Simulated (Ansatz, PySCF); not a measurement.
## Hf(BH4)4 in two programs

Hf(BH4)4 (singlet), relaxed with PySCF 2.14.0, RKS TPSS, Hf def2-SVP with ECP60, B def2-SVP, H def2-SVP; non-relativistic Hamiltonian with scalar-relativistic core potentials where named; density fitting; no spin-orbit coupling:

```xyz
21

Hf    0.0000    0.0000   -0.0529
B     1.2763    1.3985    1.2854
H     1.9362    2.1242    1.9768
H     0.0605    1.3521    1.6056
H     1.6514    0.1980    1.2951
H     1.2703    1.7170    0.0685
B    -1.2763   -1.3985    1.2854
H    -1.9362   -2.1242    1.9768
H    -0.0605   -1.3521    1.6056
H    -1.6515   -0.1980    1.2951
H    -1.2703   -1.7170    0.0685
B     1.3989   -1.2774   -1.3895
H     2.1235   -1.9364   -2.0829
H     1.4179   -1.6006   -0.1738
H     0.1844   -1.3375   -1.7128
H     1.6653   -0.0476   -1.3943
B    -1.3989    1.2774   -1.3895
H    -2.1235    1.9364   -2.0829
H    -1.4179    1.6006   -0.1738
H    -0.1844    1.3375   -1.7128
H    -1.6653    0.0476   -1.3943
```

There the HOMO–LUMO gap is 6.72 eV. 

The same geometry by Ansatz 0.2.0 (PBE, PAW, a periodic box with 9 Å of vacuum):

```csv
spin-orbit coupling,gap (eV),largest force component (eV/Å)
without,6.27,0.18
```

(1) What does the run with spin-orbit coupling give?

The spin-orbit runs use fully relativistic datasets of their own, so changes of a few hundredths of an eV needn't come from the coupling.

No frequency check is given that shows the relaxed geometry to be a minimum.

The two programs differ in functional, so their gaps don't test each other.

## Answers

(1) gap (eV): 6.06, largest force component (eV/Å): 0.18. It took 18 s on 4 threads of Intel(R) Xeon(R) Platinum 8488C (Sapphire Rapids), on a shared host, peak memory 3.6 GiB.
